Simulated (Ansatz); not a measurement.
# H2: comparison of methods with full CI

A script is to give a comparison of methods with full CI; the system is H2.

All numbers are computed with Ansatz 0.2.0 through its Python package. The levels of theory stand in the script.

## 1. The structure

Bond lengths: H1–H2 0.640 Å.

Input file h2.xyz:

```xyz
2

H     0.00000    0.00000    0.00000
H     0.00000    0.00000    0.64000
```

## 2. Script

File run_fci.py:

```python
'''How close coupled cluster comes to full CI on H2.'''

import warnings

import ansatz

warnings.simplefilter('ignore', ansatz.DeckWarning)

system = ansatz.Crystal.molecule_from_extxyz('h2.xyz')

base = system.calculation().basis(gaussian='cc-pVDZ')
exact = base.correlation('fci').run(threads=1).report
print(f'full CI {exact["free_energy_ev"] / 27.211386246:.7f} Ha over {exact["configurations"]["states"][0]["n_determinants"]} determinants')
print('natural occupations', [round(n, 4) for n in exact['configurations']['natural_occupations']])
print(f'hf       misses {1000 * (exact["reference_energy_ev"] - exact["free_energy_ev"]) / 27.211386246:9.3f} mHa')
for method in ['mp2', 'ccsd', 'ccsd_t', 'ccsdt_q']:
    e = base.correlation(method).run(threads=1).report['free_energy_ev']
    print(f'{method:8s} misses {1000 * (e - exact["free_energy_ev"]) / 27.211386246:9.3f} mHa')
```

## 3. The input behind the calls

The engine receives this input (first run):

```yaml
crystal:
  periodic: [false, false, false]
  atoms:
    - { symbol: H, position_ang: [0.0, 0.0, 0.0] }
    - { symbol: H, position_ang: [0.0, 0.0, 0.64] }
basis:
  gaussian:
    orbitals: cc-pVDZ
correlation:
  method: fci
```

## 4. Launch

Command:

```sh
> python run_fci.py
```

**Question.** What results will this script give? Wanted: natural occupations; hf misses full CI by; mp2 misses full CI by; ccsd misses full CI by; ccsd_t misses full CI by; ccsdt_q misses full CI by; correlation energy, last run.

As calculated:

| quantity | value |
| --- | --- |
| natural occupations | 1.9717, 0.0149, 0.0058, 0.0035, 0.0035 |
| hf misses full CI by | 32.958 mHa |
| mp2 misses full CI by | 7.525 mHa |
| ccsd misses full CI by | -0.001 mHa |
| ccsd_t misses full CI by | -0.001 mHa |
| ccsdt_q misses full CI by | -0.000 mHa |
| runs compared | 5 |
| correlation energy, last run | -0.897 eV |

In words: The natural occupations stay near whole numbers, so one determinant describes the state well. Against full CI in this basis, ccsdt_q comes nearest; 1.6 mHa is 1 kcal/mol. mp2 catches 77 % of the correlation energy of ccsdt_q. Full CI is exact only within this small basis and its frozen core, at an unrelaxed geometry.
